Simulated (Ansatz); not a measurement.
# FH₃OSSi: up Jacob's ladder to CCSD(T)

The task here is to estimate one member of a computed series from the others.

Program: Ansatz 0.2.0, Gaussian basis. Level of theory: functionals in def2-TZVPP, the program's frozen cores in correlated methods. These are calculated values, not measurements.

Plan: LDA (SPW92), PBE-D4, revPBE-D4, BLYP-D4, r2SCAN-D4, B97M-V, PBE0-D4, B3LYP-D4, r2SCANh-D4, r2SCAN0-D4, HSE06-D4, BHLYP-D4, CAM-B3LYP-D4, LC-ωPBE, ωB97X-V, ωB97M-V, B2PLYP, PBE-QIDH; CCSD(T)/def2-SVP; CCSD(T)/def2-TZVPP; MP2/def2-QZVPP; extrapolation to the limit; RPA on PBE.

## Structure used throughout

All runs share one geometry, relaxed beforehand with PBE0-D4 in a triple-zeta def2 set.

7 atoms, charge 0, spin multiplicity 1.

Atoms are counted from 1 here; the program's logs count them from 0.

Bond lengths: O1–Si2 1.624 Å, O1–H5 0.959 Å, Si2–F3 1.594 Å, Si2–S4 2.124 Å, Si2–H6 1.470 Å, S4–H7 1.344 Å. Angles: Si2–O1–H5 118.6°, O1–Si2–F3 112.2°, O1–Si2–S4 108.9°, O1–Si2–H6 106.6°, F3–Si2–S4 107.3°, F3–Si2–H6 107.1°, S4–Si2–H6 114.9°, Si2–S4–H7 93.3°.

The first run:

Contents of in.yaml:

```yaml
crystal:
  periodic: [false, false, false]
  atoms:
    - {symbol: O, position_ang: [-1.252697, 1.036702, -0.295582]}
    - {symbol: Si, position_ang: [-0.023336, 0.209850, 0.369331]}
    - {symbol: F, position_ang: [1.374209, 0.953751, 0.184323]}
    - {symbol: S, position_ang: [0.135034, -1.677125, -0.592281]}
    - {symbol: H, position_ang: [-1.313727, 1.078416, -1.251870]}
    - {symbol: H, position_ang: [-0.291261, 0.148577, 1.813827]}
    - {symbol: H, position_ang: [1.432978, -1.818173, -0.273348]}
basis:
  gaussian: {orbitals: def2-TZVPP}
hamiltonian: {xc: lda}
output: {orbitals: {seedname: orbitals}}
```

Started as:

```bash
$ ansatz run in.yaml --threads 2 --pin off --events-out ev --progress --plain --max-ram 4352MiB
```

Among the steps run: LDA; PBE-D4 (GGA); revPBE-D4 (GGA); BLYP-D4 (GGA); r2SCAN-D4 (meta-GGA); B97M-V (meta-GGA); PBE0-D4 (hybrid); B3LYP-D4 (hybrid); r2SCANh-D4 (hybrid); r2SCAN0-D4 (hybrid); HSE06-D4 (hybrid); BHLYP-D4 (hybrid); CAM-B3LYP-D4 (range-separated); LC-ωPBE (range-separated); ωB97X-V (range-separated); ωB97M-V (range-separated); B2PLYP (double hybrid); PBE-QIDH (double hybrid).

One of the session's tables, all rows but one given; the rest of the session is left out.

```
  functional  HOMO (eV)  gap (eV)
 LDA (SPW92)      -6.80      5.77
      PBE-D4      -6.67      5.82
   revPBE-D4      -6.62      5.84
     BLYP-D4      -6.50      5.70
   r2SCAN-D4      -6.98      6.50
      B97M-V      -7.07      6.42
     PBE0-D4          ?         ?
    B3LYP-D4      -7.68      7.46
  r2SCANh-D4      -7.44      7.29
  r2SCAN0-D4      -8.14      8.47
    HSE06-D4      -7.54      7.24
    BHLYP-D4      -9.05      9.98
CAM-B3LYP-D4      -9.28     10.34
     LC-ωPBE     -10.72     13.08
     ωB97X-V     -10.33     12.51
     ωB97M-V     -10.15     12.01
```

Estimate the missing values for PBE0-D4.

As computed: HOMO (eV): -7.94; gap (eV): 8.02. In the column «HOMO (eV)» it lies between r2SCAN0-D4 (-8.14) and B3LYP-D4 (-7.68).
